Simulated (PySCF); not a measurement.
**OsH₂: one geometry, several methods**

Aim: at the PBE0 minimum of triplet OsH₂, found before, compare methods on energies and levels.

Computed with PySCF 2.14.0. Level: several methods, basis Os def2-TZVP with ECP60, H def2-TZVP, scalar-relativistic core potentials, no spin–orbit coupling, density fitting.

## (1) The starting structure

3 atoms, charge 0, spin multiplicity 3.

Bond lengths: Os1–H2 1.581 Å, Os1–H3 1.581 Å. Angles: H2–Os1–H3 86.3°.

Z-matrix (Å, degrees; charge 0 multiplicity 3):
```
Os
H  1 1.5813
H  1 1.5813 2 86.28
```

## (2) Density, ELF and potential

The plane holds Os1 at (0.00, 0.00), H2 at (1.58, 0.00), H3 at (0.10, 1.58) Å. Columns run from x = -1.95 to 3.75 Å, rows from y = 3.75 (top) to -1.95 Å, in steps of 0.3 Å. Electrons inside core potentials are absent.

Density (cut at 5 e/Å³):

Ten steps from '0' (0.000 e/Å³) to '9' (5.000 e/Å³), finer at the low end (step k begins (100^(k/10) - 1)/99 of the way up):
```
00000000000000000000
00000000000000000000
00000000000000000000
00000000000000000000
00000011100000000000
00001222210000000000
00012345421000000000
00012467532100000000
00123567642110000000
00124566543211000000
00235788754332100000
00247999975553210000
00248944986775210000
00248944986775210000
00247999975553210000
00135788754332100000
00123444433211000000
00011222221100000000
00000000110000000000
00000000000000000000
```

ELF (0 where the density is under 0.005 e/Å³):

Ten even steps from '0' (0.00) to '9' (1.00):
```
00000000000000000000
00000000000000000000
00000000000000000000
00005899970000000000
00048999996200000000
00269999997200000000
01369999997200000000
02358999996200000000
12356899973111100000
01345556532245540000
00235543323589986000
00026877734899998000
00015800735999999000
00014700746999999000
00014778855999998000
00123446655799997000
00122101344577760000
00111000123444300000
00000000012221000000
00000000001100000000
```

Electrostatic potential (cut at 20 V):

Ten steps from '0' (-1.19 V) to '9' (20.00 V), finer at the low end (step k begins (100^(k/10) - 1)/99 of the way up):
```
33333333333333333333
33333333333333333333
33333333333333333333
33333333332222333333
33333444432222223333
43334566542212222333
44334689753111222333
44445799963001122333
44455799863000122233
55567899864222222233
56678999986554333333
56789999998887533333
66799999999999643333
66799999999999643333
56789999998887543333
56679999987655433333
55667899876544333333
55566777765443333333
55556666655443333333
45555566555444333333
```

Values on the line from Os1 (at 0) through H2 (at 1.581 Å):

```
distance (Å)  density (e/Å³)    ELF  electrostatic potential (V)  spin density (e/Å³)
        0.71            2.73  0.445                         52.6                0.203
        0.87            1.47  0.335                           27               0.0972
        1.03            1.13  0.551                         16.5               0.0339
        1.19            1.17  0.897                         16.8             -0.00962
        1.34             1.5  0.991                         34.6              -0.0531
        1.50            2.19  0.999                          152               -0.113
        1.74            1.38      1                         62.4              -0.0853
        1.90           0.683  0.999                           20              -0.0468
        2.06            0.34  0.997                         8.09              -0.0257
        2.21           0.173  0.994                         3.42              -0.0143
        2.37          0.0903  0.991                         1.37             -0.00794
        2.53          0.0489  0.986                        0.425             -0.00449
```

Making the fields needed under 0.5 s of wall time on 2 threads of Arm Neoverse V2, shared host.

## (3) PBE0

The steps are one call of a driver around PySCF; scf.py gives each level's set-up. Each SCF starts from the density of the minimum. The driver also runs the species with one electron less or more at the same geometry; their logs are not shown.

File scf.py:

```python
from pyscf import gto, scf, dft
mol = gto.M(atom='''
Os     0.000000     0.000000    -0.011990
H      1.081222    -0.000000     1.141886
H     -1.081222     0.000000     1.141886''',
    basis={'Os': 'def2-TZVP', 'H': 'def2-TZVP'},
    ecp={'Os': 'def2-TZVP'},
    charge=0, spin=2)
mf = dft.UKS(mol, xc='PBE0')
mf.grids.atom_grid = (75, 302)
aux = {'Os': 'def2-universal-JKFIT', 'H': 'def2-universal-JKFIT'}
mf = mf.density_fit(auxbasis=aux)
mf.conv_tol = 1e-08
mf.diis_space = 10
mf.max_cycle = 60
mf.verbose = 4
mf.kernel()
```

Command:

```
> OMP_NUM_THREADS=2 python axn.py task.json out
```

What it wrote:

```text
init E= -91.7604328464695
[... the frontier-level lines of each cycle are left out ...]
cycle= 1 E= -91.760432846596  delta_E= -1.27e-10  |g|= 1.02e-05  |ddm|= 2.6e-05
Extra cycle  E= -91.7604328466082  delta_E= -1.22e-11  |g|= 1.67e-05  |ddm|= 2.98e-05
converged SCF energy = -91.7604328466082  <S^2> = 2.0105028  2S+1 = 3.0069937
```

This level, with the species of one electron less or more, took 0.8 s.

```
energy                        : -91.760433 Eh
one electron less (charge +1) : -91.464956 Eh (quartet, ⟨S²⟩ 3.77)
one electron more (charge -1) : -91.775285 Eh (doublet, ⟨S²⟩ 0.97)
Mulliken charge of Os1        : +0.03 e
```

## (4) HF

Edit scf.py of step 3 so:

```diff
@@ -9,2 +9 @@
-mf = dft.UKS(mol, xc='PBE0')
-mf.grids.atom_grid = (75, 302)
+mf = scf.UHF(mol)
```

What it wrote:

```text
init E= -90.9230228008217
[... the frontier-level lines of each cycle are left out ...]
cycle= 1 E= -90.9351710976787  delta_E= -0.0121  |g|= 0.0461  |ddm|= 0.242
cycle= 2 E= -90.9370808241682  delta_E= -0.00191  |g|= 0.0246  |ddm|= 0.0576
cycle= 3 E= -90.9376108380541  delta_E= -0.00053  |g|= 0.0127  |ddm|= 0.0317
cycle= 4 E= -90.937929037382  delta_E= -0.000318  |g|= 0.00505  |ddm|= 0.0261
cycle= 5 E= -90.9380233870618  delta_E= -9.43e-05  |g|= 0.00327  |ddm|= 0.0149
cycle= 6 E= -90.9380644528634  delta_E= -4.11e-05  |g|= 0.00206  |ddm|= 0.0107
cycle= 7 E= -90.9380895792962  delta_E= -2.51e-05  |g|= 0.000848  |ddm|= 0.012
cycle= 8 E= -90.9380940900494  delta_E= -4.51e-06  |g|= 0.00031  |ddm|= 0.00548
cycle= 9 E= -90.9380946124463  delta_E= -5.22e-07  |g|= 0.000171  |ddm|= 0.00165
cycle= 10 E= -90.9380948216083  delta_E= -2.09e-07  |g|= 9.97e-05  |ddm|= 0.00102
cycle= 11 E= -90.9380949062693  delta_E= -8.47e-08  |g|= 7.47e-05  |ddm|= 0.000549
cycle= 12 E= -90.9380949845202  delta_E= -7.83e-08  |g|= 4.08e-05  |ddm|= 0.000731
cycle= 13 E= -90.938095007657  delta_E= -2.31e-08  |g|= 1.78e-05  |ddm|= 0.000481
cycle= 14 E= -90.9380950105572  delta_E= -2.9e-09  |g|= 9.44e-06  |ddm|= 0.000147
Extra cycle  E= -90.9380950108366  delta_E= -2.79e-10  |g|= 7.77e-06  |ddm|= 2.14e-05
converged SCF energy = -90.9380950108366  <S^2> = 2.0441682  2S+1 = 3.0293024
```

This level, with the species of one electron less or more, took under 0.5 s.

| Quantity | Value |
| --- | --- |
| energy | -90.938095 Eh |
| one electron less (charge +1) | -90.697054 Eh (quartet, ⟨S²⟩ 3.87) |
| one electron more (charge -1) | -90.925936 Eh (doublet, ⟨S²⟩ 1.70) |
| Mulliken charge of Os1 | +0.27 e |

## (5) PBE

Edit scf.py of step 4 so:

```diff
@@ -9 +9,2 @@
-mf = scf.UHF(mol)
+mf = dft.UKS(mol, xc='PBE')
+mf.grids.atom_grid = (75, 302)
```

What it wrote:

```text
init E= -91.8118539498184
[... the frontier-level lines of each cycle are left out ...]
cycle= 1 E= -91.81316451387  delta_E= -0.00131  |g|= 0.0292  |ddm|= 0.141
cycle= 2 E= -91.8120157153512  delta_E= 0.00115  |g|= 0.0561  |ddm|= 0.0977
cycle= 3 E= -91.813665587219  delta_E= -0.00165  |g|= 0.0102  |ddm|= 0.0565
cycle= 4 E= -91.8137143233096  delta_E= -4.87e-05  |g|= 0.00163  |ddm|= 0.00971
cycle= 5 E= -91.8137165810244  delta_E= -2.26e-06  |g|= 0.000384  |ddm|= 0.00276
cycle= 6 E= -91.8137167439527  delta_E= -1.63e-07  |g|= 0.000137  |ddm|= 0.000835
cycle= 7 E= -91.8137167627198  delta_E= -1.88e-08  |g|= 1.54e-05  |ddm|= 0.000323
cycle= 8 E= -91.8137167629676  delta_E= -2.48e-10  |g|= 3.55e-06  |ddm|= 4.2e-05
Extra cycle  E= -91.8137167629707  delta_E= -3.17e-12  |g|= 4.8e-06  |ddm|= 1.34e-05
converged SCF energy = -91.8137167629707  <S^2> = 2.0073715  2S+1 = 3.0049103
```

This level, with the species of one electron less or more, took 2.3 s.

```
energy                        : -91.813717 Eh
one electron less (charge +1) : -91.512220 Eh (quartet, ⟨S²⟩ 3.76)
one electron more (charge -1) : -91.837244 Eh (doublet, ⟨S²⟩ 0.79)
Mulliken charge of Os1        : -0.03 e
```

## (6) B3LYP

Edit scf.py of step 5 so:

```diff
@@ -9 +9 @@
-mf = dft.UKS(mol, xc='PBE')
+mf = dft.UKS(mol, xc='B3LYP')
```

What it wrote:

```text
init E= -91.8111089953313
[... the frontier-level lines of each cycle are left out ...]
cycle= 1 E= -91.8117186336659  delta_E= -0.00061  |g|= 0.0116  |ddm|= 0.0711
cycle= 2 E= -91.8116801559732  delta_E= 3.85e-05  |g|= 0.0167  |ddm|= 0.0263
cycle= 3 E= -91.8118084083228  delta_E= -0.000128  |g|= 0.00277  |ddm|= 0.0159
cycle= 4 E= -91.811816107682  delta_E= -7.7e-06  |g|= 0.00149  |ddm|= 0.00464
cycle= 5 E= -91.8118235684253  delta_E= -7.46e-06  |g|= 0.000841  |ddm|= 0.00567
cycle= 6 E= -91.8118320207454  delta_E= -8.45e-06  |g|= 0.000275  |ddm|= 0.0116
cycle= 7 E= -91.8118330498119  delta_E= -1.03e-06  |g|= 0.000106  |ddm|= 0.00434
cycle= 8 E= -91.8118331409933  delta_E= -9.12e-08  |g|= 3.47e-05  |ddm|= 0.00114
cycle= 9 E= -91.8118331481998  delta_E= -7.21e-09  |g|= 4.59e-06  |ddm|= 0.000381
Extra cycle  E= -91.8118331482473  delta_E= -4.75e-11  |g|= 4.89e-06  |ddm|= 1.75e-05
converged SCF energy = -91.8118331482473  <S^2> = 2.0083066  2S+1 = 3.0055326
```

This level, with the species of one electron less or more, needed 2.3 s of wall time on 2 threads of Arm Neoverse V2, shared host.

| Quantity | Value |
| --- | --- |
| energy | -91.811833 Eh |
| one electron less (charge +1) | -91.508295 Eh (quartet, ⟨S²⟩ 3.77) |
| one electron more (charge -1) | -91.834225 Eh (doublet, ⟨S²⟩ 0.84) |
| Mulliken charge of Os1 | +0.04 e |

## (7) r2SCAN

Edit scf.py of step 6 so:

```diff
@@ -9,2 +9,2 @@
-mf = dft.UKS(mol, xc='B3LYP')
-mf.grids.atom_grid = (75, 302)
+mf = dft.UKS(mol, xc='R2SCAN')
+mf.grids.atom_grid = (90, 434)
```

What it wrote:

```text
init E= -91.8152947947518
[... the frontier-level lines of each cycle are left out ...]
cycle= 1 E= -91.8159678556491  delta_E= -0.000673  |g|= 0.0114  |ddm|= 0.0954
cycle= 2 E= -91.8157410184951  delta_E= 0.000227  |g|= 0.0243  |ddm|= 0.031
cycle= 3 E= -91.8160419065478  delta_E= -0.000301  |g|= 0.0021  |ddm|= 0.0211
cycle= 4 E= -91.8160443727534  delta_E= -2.47e-06  |g|= 0.000868  |ddm|= 0.00347
cycle= 5 E= -91.8160450317274  delta_E= -6.59e-07  |g|= 0.00023  |ddm|= 0.00213
cycle= 6 E= -91.8160451295272  delta_E= -9.78e-08  |g|= 6.47e-05  |ddm|= 0.00111
cycle= 7 E= -91.8160451374279  delta_E= -7.9e-09  |g|= 2.46e-05  |ddm|= 0.000355
Extra cycle  E= -91.8160451363363  delta_E= 1.09e-09  |g|= 5.64e-05  |ddm|= 8.2e-05
converged SCF energy = -91.8160451363363  <S^2> = 2.0126955  2S+1 = 3.0084518
```

This level, with the species of one electron less or more, took 5.8 s.

| Item | Value |
| --- | --- |
| energy | -91.816045 Eh |
| one electron less (charge +1) | -91.520665 Eh (quartet, ⟨S²⟩ 3.77) |
| one electron more (charge -1) | -91.831668 Eh (doublet, ⟨S²⟩ 1.05) |
| Mulliken charge of Os1 | +0.04 e |

## (8) TPSSh

Edit scf.py of step 7 so:

```diff
@@ -9 +9 @@
-mf = dft.UKS(mol, xc='R2SCAN')
+mf = dft.UKS(mol, xc='TPSSH')
```

What it wrote:

```text
init E= -91.7574160059757
[... the frontier-level lines of each cycle are left out ...]
cycle= 1 E= -91.7576161312154  delta_E= -0.0002  |g|= 0.0276  |ddm|= 0.0622
cycle= 2 E= -91.7564345516011  delta_E= 0.00118  |g|= 0.0574  |ddm|= 0.0745
cycle= 3 E= -91.7580294421472  delta_E= -0.00159  |g|= 0.00308  |ddm|= 0.0481
cycle= 4 E= -91.7580366323415  delta_E= -7.19e-06  |g|= 0.0013  |ddm|= 0.00504
cycle= 5 E= -91.7580411468437  delta_E= -4.51e-06  |g|= 0.00067  |ddm|= 0.0051
cycle= 6 E= -91.7580434671044  delta_E= -2.32e-06  |g|= 0.000115  |ddm|= 0.00628
cycle= 7 E= -91.75804351777  delta_E= -5.07e-08  |g|= 3.46e-05  |ddm|= 0.000921
cycle= 8 E= -91.7580435197439  delta_E= -1.97e-09  |g|= 6.41e-06  |ddm|= 0.000119
Extra cycle  E= -91.7580435199497  delta_E= -2.06e-10  |g|= 3.99e-06  |ddm|= 3.73e-05
converged SCF energy = -91.7580435199497  <S^2> = 2.0106445  2S+1 = 3.0070879
```

This level, with the species of one electron less or more, took 6.4 s.

* energy: -91.758044 Eh
* one electron less (charge +1): -91.459561 Eh (quartet, ⟨S²⟩ 3.77)
* one electron more (charge -1): -91.773105 Eh (doublet, ⟨S²⟩ 0.85)
* Mulliken charge of Os1: +0.06 e

## (9) MN15

Edit scf.py of step 8 so:

```diff
@@ -9 +9 @@
-mf = dft.UKS(mol, xc='TPSSH')
+mf = dft.UKS(mol, xc='MN15')
```

What it wrote:

```text
init E= -91.6410914272051
[... the frontier-level lines of each cycle are left out ...]
cycle= 1 E= -91.6435717250536  delta_E= -0.00248  |g|= 0.0655  |ddm|= 0.192
cycle= 2 E= -91.6415990426449  delta_E= 0.00197  |g|= 0.0972  |ddm|= 0.138
cycle= 3 E= -91.6457110226423  delta_E= -0.00411  |g|= 0.00766  |ddm|= 0.0793
cycle= 4 E= -91.6458353861706  delta_E= -0.000124  |g|= 0.00467  |ddm|= 0.0124
cycle= 5 E= -91.6460901354602  delta_E= -0.000255  |g|= 0.00347  |ddm|= 0.0314
cycle= 6 E= -91.6463908534622  delta_E= -0.000301  |g|= 0.00163  |ddm|= 0.0615
cycle= 7 E= -91.6464322555202  delta_E= -4.14e-05  |g|= 0.000853  |ddm|= 0.0188
cycle= 8 E= -91.6464490931926  delta_E= -1.68e-05  |g|= 0.000312  |ddm|= 0.0185
cycle= 9 E= -91.6464500282562  delta_E= -9.35e-07  |g|= 0.000174  |ddm|= 0.00356
cycle= 10 E= -91.6464501265103  delta_E= -9.83e-08  |g|= 4.69e-05  |ddm|= 0.00129
cycle= 11 E= -91.6464501476759  delta_E= -2.12e-08  |g|= 2.3e-05  |ddm|= 0.000439
cycle= 12 E= -91.6464501525837  delta_E= -4.91e-09  |g|= 7.36e-06  |ddm|= 0.000314
Extra cycle  E= -91.6464501527041  delta_E= -1.2e-10  |g|= 6.02e-06  |ddm|= 2.63e-05
converged SCF energy = -91.6464501527041  <S^2> = 2.0100181  2S+1 = 3.0066713
```

This level, with the species of one electron less or more, took 7.7 s.

| Item | Value |
| --- | --- |
| energy | -91.646450 Eh |
| one electron less (charge +1) | -91.345933 Eh (quartet, ⟨S²⟩ 3.76) |
| one electron more (charge -1) | -91.669767 Eh (doublet, ⟨S²⟩ 0.95) |
| Mulliken charge of Os1 | +0.07 e |

## (10) M06-L

Edit scf.py of step 9 so:

```diff
@@ -9 +9 @@
-mf = dft.UKS(mol, xc='MN15')
+mf = dft.UKS(mol, xc='M06L')
```

What it wrote:

```text
init E= -91.8239429193652
[... the frontier-level lines of each cycle are left out ...]
cycle= 1 E= -91.7770430603557  delta_E= 0.0469  |g|= 0.176  |ddm|= 0.796
cycle= 2 E= -91.7718566718106  delta_E= 0.00519  |g|= 0.338  |ddm|= 0.741
cycle= 3 E= -91.823601561532  delta_E= -0.0517  |g|= 0.0574  |ddm|= 0.27
cycle= 4 E= -91.8252937550317  delta_E= -0.00169  |g|= 0.0542  |ddm|= 0.12
cycle= 5 E= -91.8271055087974  delta_E= -0.00181  |g|= 0.0277  |ddm|= 0.0744
cycle= 6 E= -91.8280257646266  delta_E= -0.00092  |g|= 0.0149  |ddm|= 0.084
cycle= 7 E= -91.8280953168486  delta_E= -6.96e-05  |g|= 0.00735  |ddm|= 0.0345
cycle= 8 E= -91.8281692620233  delta_E= -7.39e-05  |g|= 0.00492  |ddm|= 0.0462
cycle= 9 E= -91.8282150528404  delta_E= -4.58e-05  |g|= 0.000647  |ddm|= 0.0198
cycle= 10 E= -91.8282162885515  delta_E= -1.24e-06  |g|= 0.000205  |ddm|= 0.00293
cycle= 11 E= -91.8282163471182  delta_E= -5.86e-08  |g|= 6.64e-05  |ddm|= 0.000646
cycle= 12 E= -91.8282163570284  delta_E= -9.91e-09  |g|= 2.87e-05  |ddm|= 0.000408
Extra cycle  E= -91.8282163557133  delta_E= 1.32e-09  |g|= 5.03e-05  |ddm|= 0.00028
converged SCF energy = -91.8282163557133  <S^2> = 2.0179133  2S+1 = 3.0119185
```

This level, with the species of one electron less or more, needed 11 s of wall time on 2 threads of Arm Neoverse V2, shared host.

| Property | Result |
| --- | --- |
| energy | -91.828216 Eh |
| one electron less (charge +1) | -91.512011 Eh (quartet, ⟨S²⟩ 3.78) |
| one electron more (charge -1) | -91.834468 Eh (doublet, ⟨S²⟩ 0.90) |
| Mulliken charge of Os1 | +0.21 e |

## (11) All levels side by side

| level | atomisation energy (kJ/mol) | vertical ionisation energy (eV) | vertical electron affinity (eV) | −ε(HOMO) (eV) | gap (eV) | dipole (D) | wall time |
| --- | --- | --- | --- | --- | --- | --- | --- |
| PBE0 | 554 | 8.04 | 0.40 | 5.59 | 3.29 | 2.21 | 0.8 s |
| HF | 267 | 6.56 | -0.33 | 8.85 | 9.57 | 3.33 | under 0.5 s |
| PBE | 585 | 8.20 | 0.64 | 4.28 | 0.58 | 1.83 | 2.3 s |
| B3LYP | 559 | 8.26 | 0.61 | 5.45 | 2.62 | 2.08 | 2.3 s |
| r2SCAN | 571 | 8.04 | 0.43 | 4.49 | 1.44 | 2.02 | 5.8 s |
| TPSSh | 596 | 8.12 | 0.41 | 4.94 | 2.07 | 2.17 | 6.4 s |
| MN15 | 572 | 8.18 | 0.63 | 6.33 | 4.70 | 2.32 | 7.7 s |
| M06-L | 534 | 8.60 | 0.17 | 4.50 | 1.03 | 2.08 | 11 s |

Times are for 2 threads of Arm Neoverse V2, shared host; PBE0 starts from its own converged density, so its time is not comparable. A dash stands where a species or a free atom was not run at that level, or the quantity is not defined.

Atomisation goes to high-spin atoms in their ground configurations, run at the same level, without zero-point energy.

## (12) Summary of results

| quantity | value |
| --- | --- |
| atomisation energy, range | 267 (HF) to 596 (TPSSh) kJ/mol |
| vertical ionisation energy, range | 6.56 (HF) to 8.60 (M06-L) eV |
| vertical electron affinity, range | -0.33 (HF) to 0.64 (PBE) eV |
| orbital gap, range | 0.58 (PBE) to 9.57 (HF) eV |

In words: The atomisation energy spreads over 329 kJ/mol, from HF to TPSSh; without a CCSD(T) value for it there is no yardstick here. Spin contamination is strong in at least one of the open-shell species at HF. Without diffuse functions electron affinities tend to come out too low. Open d and f shells are described by one determinant, and the ground state may have another occupation or spin. Spin–orbit coupling, left out here, can matter for elements this heavy.
